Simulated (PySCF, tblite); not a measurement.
**C6H9FGeO: geometry, infrared bands and NMR shifts**

Wanted: the infrared bands and NMR shifts of C6H9FGeO (`C#C/C(F)=[CH]\[GeH2][O]CC`), by calculation.

Programs: tblite 0.8.0 and PySCF 2.14.0, with density-fitted response routines of our own. Each step states its level of theory. These are calculated values for one molecule in the gas phase, unless marked as measured. Atoms are numbered from 0 throughout.

## Step 1: The starting structure

18 atoms, charge 0, multiplicity 1; geometry from: force field or distance geometry start.

Bonds of the start (Å): C0–C1 1.22, C1–C2 1.43, C2–F3 1.35, C2–C4 1.34, C4–Ge5 1.93, Ge5–O6 1.79, O6–C7 1.40, C7–C8 1.53, C0–H9 1.06, C4–H10 1.09, Ge5–H11 1.55, Ge5–H12 1.55, C7–H13 1.12, C7–H14 1.12, C8–H15 1.11, C8–H16 1.10, C8–H17 1.11.

## Step 2: Geometry optimisation with GFN2-xTB

The job: settings as JSON, then the geometry in Å.

```
{"job": {"kind": "relax", "xc": "GFN2-xTB", "basis": "xTB"}, "charge": 0, "multiplicity": 1}
C      2.231500    -1.486500     1.609000
C      2.279900    -0.975800     0.506300
C      2.366800    -0.383800    -0.788200
F      3.160100    -0.943800    -1.730800
C      1.657000     0.708200    -1.107600
Ge     0.468900     1.615600     0.109200
O     -0.769800     0.470500     0.722500
C     -1.625600     0.156200    -0.334300
C     -2.684800    -0.828900     0.151000
H      2.163600    -1.925900     2.574600
H      1.740000     1.111100    -2.117500
H      1.298900     2.146200     1.309600
H     -0.211500     2.812000    -0.595600
H     -1.067800    -0.334000    -1.173200
H     -2.151100     1.073400    -0.710900
H     -3.379500    -1.082100    -0.671500
H     -2.205700    -1.752000     0.522300
H     -3.279600    -0.374100     0.973600
```

Launch:

```console
$ OMP_NUM_THREADS=1 python probes_run.py task.json out
```

The driver reads the jobs from task.json and runs them one after another.

What it wrote:

```text
step      E/eV     max force
  0    -763.42603    1.279
  1    -763.50460    2.515
  2    -763.54539    2.006
  3    -763.59211    0.382
  4    -763.60720    0.385
  5    -763.62145    0.365
  6    -763.62960    0.264
  7    -763.63660    0.231
  8    -763.64456    0.322
  9    -763.65332    0.324
 10    -763.66069    0.285
 11    -763.66610    0.169
 12    -763.67037    0.170
 13    -763.67521    0.181
 14    -763.68165    0.238
 15    -763.68903    0.251
 16    -763.69570    0.202
 17    -763.70086    0.183
 18    -763.70496    0.204
 19    -763.70892    0.220
 20    -763.71336    0.212
 21    -763.71800    0.183
 22    -763.72216    0.150
 23    -763.72543    0.136
 24    -763.72820    0.156
 25    -763.73078    0.128
 26    -763.73280    0.103
 27    -763.73421    0.085
 28    -763.73532    0.107
 29    -763.73629    0.106
 30    -763.73704    0.062
 31    -763.73753    0.048
 32    -763.73790    0.050
 33    -763.73830    0.062
 34    -763.73870    0.054
 35    -763.73901    0.044
 36    -763.73924    0.042
 37    -763.73945    0.042
 38    -763.73964    0.048
 39    -763.73982    0.034
 40    -763.73997    0.033
 41    -763.74013    0.036
 42    -763.74031    0.041
 43    -763.74049    0.042
 44    -763.74064    0.028
 45    -763.74077    0.024
 46    -763.74089    0.033
 47    -763.74103    0.029
 48    -763.74116    0.027
 49    -763.74129    0.024
 50    -763.74140    0.029
 51    -763.74152    0.033
 52    -763.74163    0.031
 53    -763.74175    0.032
 54    -763.74186    0.023
 55    -763.74194    0.021
 56    -763.74200    0.022
 57    -763.74209    0.034
 58    -763.74220    0.044
 59    -763.74231    0.040
 60    -763.74239    0.022
 61    -763.74244    0.016
 62    -763.74249    0.022
 63    -763.74256    0.032
 64    -763.74264    0.036
 65    -763.74270    0.023
 66    -763.74273    0.014
 67    -763.74277    0.019
 68    -763.74283    0.028
 69    -763.74290    0.034
 70    -763.74297    0.024
 71    -763.74301    0.015
 72    -763.74304    0.016
 73    -763.74309    0.024
 74    -763.74316    0.030
 75    -763.74323    0.024
 76    -763.74329    0.018
 77    -763.74334    0.016
 78    -763.74337    0.018
 79    -763.74341    0.017
 80    -763.74345    0.018
 81    -763.74348    0.019
 82    -763.74351    0.016
 83    -763.74354    0.017
 84    -763.74358    0.017
 85    -763.74362    0.014
 86    -763.74365    0.018
 87    -763.74369    0.021
 88    -763.74375    0.025
 89    -763.74384    0.026
 90    -763.74391    0.019
 91    -763.74396    0.014
 92    -763.74400    0.014
 93    -763.74406    0.019
 94    -763.74414    0.022
 95    -763.74425    0.019
 96    -763.74434    0.024
 97    -763.74443    0.027
 98    -763.74455    0.028
 99    -763.74475    0.043
100    -763.74506    0.055
101    -763.74547    0.049
102    -763.74589    0.064
103    -763.74617    0.056
104    -763.74650    0.054
105    -763.74674    0.038
106    -763.74700    0.042
107    -763.74704    0.139
108    -763.74719    0.034
109    -763.74732    0.067
110    -763.74750    0.096
111    -763.74777    0.070
112    -763.74793    0.044
113    -763.74806    0.044
114    -763.74819    0.041
115    -763.74829    0.025
116    -763.74836    0.024
117    -763.74841    0.015
118    -763.74846    0.018
119    -763.74855    0.020
120    -763.74865    0.033
121    -763.74883    0.041
122    -763.74909    0.054
123    -763.74942    0.066
124    -763.74979    0.058
125    -763.75017    0.047
126    -763.75049    0.047
127    -763.75069    0.032
128    -763.75079    0.105
129    -763.75096    0.037
130    -763.75108    0.021
131    -763.75119    0.029
132    -763.75132    0.034
133    -763.75142    0.031
134    -763.75150    0.022
135    -763.75159    0.023
136    -763.75169    0.024
137    -763.75179    0.024
138    -763.75188    0.025
139    -763.75200    0.030
140    -763.75218    0.031
141    -763.75235    0.025
142    -763.75245    0.017
143    -763.75249    0.011
144    -763.75251    0.012
145    -763.75254    0.011
146    -763.75256    0.010
```

Wall time 1.9 s (1 thread of Arm Neoverse N1, shared host).

The steps of the relaxation: (not every step is listed)

| step | energy from step 0 (eV) | largest force (eV/Å) |
| --- | --- | --- |
| 0 | 0.0000 | 1.2792 |
| 1 | -0.0786 | 2.5147 |
| 2 | -0.1194 | 2.0062 |
| 3 | -0.1661 | 0.3817 |
| 4 | -0.1812 | 0.3851 |
| 5 | -0.1954 | 0.3655 |
| 6 | -0.2036 | 0.2641 |
| 7 | -0.2106 | 0.2309 |
| 8 | -0.2185 | 0.3222 |
| 21 | -0.2920 | 0.1832 |
| 34 | -0.3127 | 0.0536 |
| 47 | -0.3150 | 0.0292 |
| 60 | -0.3164 | 0.0221 |
| 73 | -0.3171 | 0.0245 |
| 86 | -0.3176 | 0.0182 |
| 99 | -0.3187 | 0.0435 |
| 112 | -0.3219 | 0.0440 |
| 125 | -0.3241 | 0.0470 |
| 138 | -0.3259 | 0.0253 |
| 141 | -0.3263 | 0.0252 |
| 142 | -0.3264 | 0.0168 |
| 143 | -0.3265 | 0.0114 |
| 144 | -0.3265 | 0.0115 |
| 145 | -0.3265 | 0.0112 |
| 146 | -0.3265 | 0.0095 |

Close pairs (by a distance rule), those that changed most:

| bond | before (Å) | after (Å) | change (Å) |
| --- | --- | --- | --- |
| Ge5–H11 | 1.553 | 1.494 | -0.059 |
| Ge5–O6 | 1.795 | 1.748 | -0.047 |
| Ge5–H12 | 1.546 | 1.514 | -0.032 |
| C4–Ge5 | 1.928 | 1.954 | +0.027 |
| C8–H17 | 1.112 | 1.087 | -0.026 |
| C7–H14 | 1.122 | 1.097 | -0.026 |
| C7–H13 | 1.120 | 1.098 | -0.023 |
| C8–H15 | 1.106 | 1.087 | -0.019 |

The final coordinates are the input of the step that follows.

## Step 3: Infrared spectrum with GFN2-xTB

The job: settings as JSON, then the geometry in Å.

```
{"job": {"kind": "ir", "xc": "GFN2-xTB", "basis": "xTB"}, "charge": 0, "multiplicity": 1}
C      1.644211    -1.671417     1.333744
C      1.894946    -1.028325     0.350646
C      2.210969    -0.305815    -0.821227
F      3.030089    -0.962895    -1.680050
C      1.772869     0.917663    -1.107756
Ge     0.540932     1.881104     0.064390
O     -0.829929     0.873252     0.464013
C     -1.572286     0.054176    -0.417307
C     -2.400261    -0.919992     0.405318
H      1.412972    -2.208367     2.205544
H      2.092824     1.363977    -2.038071
H      1.028970     2.174185     1.445397
H      0.090931     3.132136    -0.660046
H     -0.899748    -0.502532    -1.082768
H     -2.229582     0.674015    -1.038898
H     -2.979513    -1.563334    -0.251649
H     -1.742954    -1.529799     1.019204
H     -3.074201    -0.371714     1.057900
```

What it wrote:

```text
mode    cm-1     km/mol
  1      10.5      0.27
  2      24.6      0.47
  3      60.1      1.41
  4      83.3      1.40
  5     107.1      4.73
  6     154.6      1.68
  7     184.7      0.56
  8     213.7      0.44
  9     231.5      0.01
 10     263.9     13.06
 11     305.2     11.32
 12     317.4     33.79
 13     458.4     75.91
 14     516.6     28.51
 15     531.2      1.86
 16     563.6     61.78
 17     615.6     36.19
 18     654.9     15.51
 19     673.7     33.82
 20     681.1     42.42
 21     708.6    194.84
 22     791.9    158.04
 23     806.6     98.66
 24     831.1      6.84
 25     845.2     30.16
 26     942.9     32.16
 27    1073.2    106.29
 28    1082.7     46.96
 29    1117.0     88.89
 30    1145.6      9.31
 31    1243.4     88.84
 32    1265.1      0.41
 33    1342.9      9.12
 34    1396.9     10.09
 35    1474.2      2.85
 36    1485.5      1.35
 37    1494.5      2.74
 38    1630.6    167.90
 39    1889.1    375.04
 40    2044.2    338.80
 41    2245.9     10.85
 42    2871.3     57.95
 43    2900.9     53.41
 44    3040.3     26.54
 45    3047.5     27.99
 46    3050.8     20.58
 47    3068.3     11.22
 48    3389.7     11.12
```

It took 1.2 s on 1 thread of Arm Neoverse N1, shared host.

The strongest bands and the atoms that carry them (share of the mass-weighted mode):

| cm⁻¹ | km/mol | atoms |
| --- | --- | --- |
| 709 | 194.8 | H12 43 %, H11 20 %, C4 14 % |
| 792 | 158.0 | H12 40 %, H11 38 %, H10 15 % |
| 807 | 98.7 | H10 66 %, C4 12 % |
| 1073 | 106.3 | C2 32 %, H10 32 %, F3 14 % |
| 1117 | 88.9 | C7 34 %, O6 16 %, H15 15 %, C8 12 % |
| 1631 | 167.9 | C2 56 %, C4 42 % |
| 1889 | 375.0 | H12 96 % |
| 2044 | 338.8 | H11 96 % |

## Step 4: Nuclear shieldings: PBE0/pcSseg-1

The job, as its differences from that of step 3:

```diff
@@ -1,2 +1,2 @@
-{"job": {"kind": "ir", "xc": "GFN2-xTB", "basis": "xTB"}, "charge": 0, "multiplicity": 1}
+{"job": {"kind": "nmr", "xc": "PBE0", "basis": "pcSseg-1"}, "charge": 0, "multiplicity": 1}
 C      1.644211    -1.671417     1.333744
```

Method: GIAO PBE0/pcSseg-1 NMR shielding, non-relativistic, gas phase.

What it wrote:

```text
coarse grid: 71224 points
cycle   1  E = -2484.8593746819  dE =  5.397e-01  |g| = 1.218e+00  |ddm| = 4.075e+00
cycle   2  E = -2484.5669079251  dE =  2.925e-01  |g| = 1.726e+00  |ddm| = 2.217e+00
cycle   3  E = -2485.0253271891  dE = -4.584e-01  |g| = 3.240e-01  |ddm| = 1.632e+00
cycle   4  E = -2485.0434584009  dE = -1.813e-02  |g| = 9.827e-02  |ddm| = 2.843e-01
cycle   5  E = -2485.0445100090  dE = -1.052e-03  |g| = 5.598e-02  |ddm| = 9.293e-02
cycle   6  E = -2485.0452914066  dE = -7.814e-04  |g| = 1.214e-02  |ddm| = 4.557e-02
cycle   7  E = -2485.0453201232  dE = -2.872e-05  |g| = 4.174e-03  |ddm| = 1.114e-02
cycle   8  E = -2485.0453239527  dE = -3.830e-06  |g| = 1.140e-03  |ddm| = 4.268e-03
final grid: 151448 points
cycle   9  E = -2485.0453813541  dE =  5.621e-07  |g| = 1.916e-03  |ddm| = 3.732e-03
cycle  10  E = -2485.0453791422  dE =  2.212e-06  |g| = 3.487e-03  |ddm| = 4.516e-03
cycle  11  E = -2485.0453822722  dE = -3.130e-06  |g| = 2.226e-04  |ddm| = 3.023e-03
cycle  12  E = -2485.0453822796  dE = -7.462e-09  |g| = 3.356e-05  |ddm| = 1.989e-04
cycle  13  E = -2485.0453822798  dE = -2.242e-10  |g| = 1.156e-05  |ddm| = 2.948e-05
converged SCF energy = -2485.0453822798

GIAO shielding tensors (ppm)
atom      isotropic    diamagn.    paramagn.     s11        s22        s33       span
  0 C       93.730     261.376    -167.646     30.850     41.532    208.808    177.958
  1 C      106.898     261.921    -155.023     10.710     14.256    295.730    285.020
  2 C       26.218     246.142    -219.923    -80.275     77.409     81.522    161.797
  3 F      231.650     468.984    -237.334    113.411    283.216    298.323    184.911
  4 C       72.335     264.380    -192.044    -27.289     85.899    158.396    185.684
  5 Ge    1379.341    2754.983   -1375.642   1286.718   1309.424   1541.883    255.165
  6 O      313.774     405.302     -91.529    288.400    307.236    345.686     57.286
  7 C      122.836     245.534    -122.699     92.243    108.761    167.503     75.260
  8 C      165.838     248.353     -82.515    147.552    164.521    185.440     37.889
  9 H       28.800      35.262      -6.463     24.385     25.342     36.671     12.286
 10 H       25.929      30.374      -4.445     23.432     26.531     27.823      4.391
 11 H       26.602      29.229      -2.626     20.329     21.623     37.855     17.526
 12 H       26.508      28.648      -2.139     19.778     21.420     38.327     18.550
 13 H       27.857      33.893      -6.035     22.574     29.206     31.792      9.218
 14 H       27.929      30.487      -2.558     22.513     27.497     33.776     11.263
 15 H       30.777      29.110       1.668     26.857     27.547     37.928     11.071
 16 H       30.296      32.533      -2.237     25.827     30.301     34.759      8.932
 17 H       30.192      29.564       0.628     26.378     28.210     35.988      9.610
```

It took 1.7 min on 1 thread of Arm Neoverse N1, shared host; peak memory 1.1 GiB.

The references, computed at this level on geometries of the same kind, shield at (ppm): ¹H TMS 31.72, ¹³C TMS 186.9, ¹⁹F CFCl3 170.9, ¹⁷O H2O 336.1, ⁷³Ge GeMe4 1331. Their shielding less the atom's gives the shift. The references are single molecules in the gas phase, so shifts against H2O, NH3, PH3, H3PO4 or CFCl3 are not on the usual liquid scales and can be off by tens of ppm. Atoms listed in one row are averaged.

| atoms | environment | σ (ppm) | δ (ppm) |
| --- | --- | --- | --- |
| C2 | fully substituted alkene carbon | 26.2 | 160.7 |
| C4 | alkene CH | 72.3 | 114.6 |
| C0 | terminal alkyne carbon | 93.7 | 93.2 |
| C1 | alkyne carbon | 106.9 | 80.0 |
| C7 | sp3 CH2 bonded to O | 122.8 | 64.1 |
| C8 | methyl carbon | 165.8 | 21.1 |
| H10 | hydrogen on an alkene CH | 25.93 | 5.79 |
| H11, H12 | hydrogen on a germanium bonded to C, O | 26.56 | 5.16 |
| H13, H14 | hydrogen on an sp3 CH2 bonded to O | 27.89 | 3.82 |
| H9 | hydrogen on a terminal alkyne carbon | 28.80 | 2.92 |
| H15, H16, H17 | hydrogen on a methyl carbon | 30.42 | 1.30 |
| F3 | vinylic fluorine | 231.7 | -60.7 |
| Ge5 | germanium bonded to C, O, 2 H | 1379 | -48 |
| O6 | oxygen bonded to C, Ge | 313.8 | 22.3 |

Charges from the same density, by scheme (e):

| atoms | Mulliken | IAO | Hirshfeld | ESP fit |
| --- | --- | --- | --- | --- |
| C0 | -0.29 | -0.17 | -0.06 | -0.34 |
| C1 | 0.17 | -0.06 | -0.04 | -0.03 |
| C2 | 0.35 | 0.30 | 0.10 | 0.42 |
| F3 | -0.27 | -0.26 | -0.08 | -0.20 |
| C4 | -0.52 | -0.46 | -0.16 | -0.56 |
| Ge5 | 0.83 | 0.88 | 0.41 | 0.53 |
| O6 | -0.73 | -0.62 | -0.24 | -0.48 |
| C7 | 0.04 | -0.04 | 0.00 | 0.38 |
| C8 | -0.28 | -0.42 | -0.12 | -0.44 |

Mayer bond orders: C0–C1 2.43, C1–C2 1.01, C2–F3 0.96, C2–C4 1.80, C4–Ge5 0.82, Ge5–O6 0.83, O6–C7 0.89, C7–C8 1.07.

The fields below are evaluated on a grid from the run's orbitals.

Frontier orbitals at PBE0/pcSseg-1, with the share of their density that lies nearest to each atom:

| orbital | energy (eV) | lies on |
| --- | --- | --- |
| HOMO | -7.55 | C4 33 %; C0 21 %; C2 16 % |
| LUMO | -1.56 | C2, C4 about 23 % each; C0 17 %; C1 10 % |

ELF in a plane through or near 5 of the atoms.

Values, 10 rows by 14 columns:
```
0.00 0.00 0.00 0.00 0.00 0.00 0.00 0.00 0.00 0.00 0.00 0.00 0.00 0.00
0.00 0.00 0.00 0.00 0.00 0.05 0.09 0.01 0.00 0.00 0.00 0.00 0.00 0.00
0.00 0.00 0.00 0.00 0.38 1.00 1.00 0.93 0.01 0.00 0.00 0.00 0.00 0.00
0.00 0.00 0.00 0.02 0.10 0.35 0.28 0.22 0.22 0.01 0.00 0.00 0.00 0.00
0.00 0.00 0.04 0.41 0.69 0.23 0.14 0.81 0.48 0.11 0.54 0.97 0.10 0.00
0.00 0.00 0.05 0.32 0.17 0.04 0.03 0.40 0.25 0.16 0.85 0.98 0.26 0.00
0.00 0.00 0.00 0.06 0.60 0.73 0.83 0.43 0.01 0.99 0.91 0.04 0.00 0.00
0.00 0.00 0.00 0.10 0.58 0.59 0.57 0.73 0.02 0.01 0.02 0.00 0.00 0.00
0.00 0.00 0.00 0.00 0.10 0.20 0.81 0.64 0.00 0.00 0.00 0.00 0.00 0.00
0.00 0.00 0.00 0.00 0.00 0.00 0.00 0.00 0.00 0.00 0.00 0.00 0.00 0.00
```
The map spans 11.7 Å across and 11.6 Å up, centred on the molecule. Atoms in the plane (x, y in Å): C0 (-0.9, -2.5), Ge5 (-0.9, 1.5), O6 (0.7, 0.8), H12 (-0.9, 3.0), H17 (3.2, 0.1).

On the surface of density 0.002 e/bohr³ the electrostatic potential runs, from the 1st to the 99th percentile, from -1.35 V near O6 to 1.56 V near H9.

## Step 5: What came out

| quantity | value |
| --- | --- |
| strongest single infrared mode (GFN2-xTB) | 1889 cm⁻¹, 375 km/mol |
| zero-point energy (GFN2-xTB) | 78.5 kcal/mol |
| ¹³C shifts against TMS (PBE0/pcSseg-1) | 160.7, 114.6, 93.2, 80.0, 64.1, 21.1 ppm |
| ¹H shifts against TMS (PBE0/pcSseg-1, means over atoms taken as alike) | 5.79, 5.16, 3.82, 2.92, 1.30 ppm |
| ¹⁹F shifts against CFCl3 (PBE0/pcSseg-1) | -60.7 ppm |
| ⁷³Ge shifts against GeMe4 (PBE0/pcSseg-1) | -48 ppm |
| ¹⁷O shifts against H2O (PBE0/pcSseg-1) | 22.3 ppm |
| surface potential, 1st and 99th percentile | -1.35 V and 1.56 V |

In words: Relaxing lowered the energy by 0.327 eV in 146 steps; the close pair that moved most is Ge5–H11, from 1.553 to 1.494 Å. No mode is imaginary among the 48: a minimum at this level. The strongest single mode, at 1889 cm⁻¹, moves mainly H12. Unscaled tight-binding wavenumbers are off by several per cent, some by more. Its intensities can rank the bands wrongly. The most deshielded hydrogen is H10 (hydrogen on an alkene CH), at 5.79 ppm: a vinylic proton, deshielded by the sp2 carbon and the C=C anisotropy. At PBE0/pcSseg-1: The largest span, 285 ppm, is at C1, where the paramagnetic term is -155 ppm. At PBE0/pcSseg-1, counted by nearest atom on the grid, the HOMO lies on C4 33 %; C0 21 %, the LUMO on C2, C4 about 23 % each; C0 17 %. Spin-orbit coupling is left out, which matters for shieldings and couplings at and beside the heavy atoms.
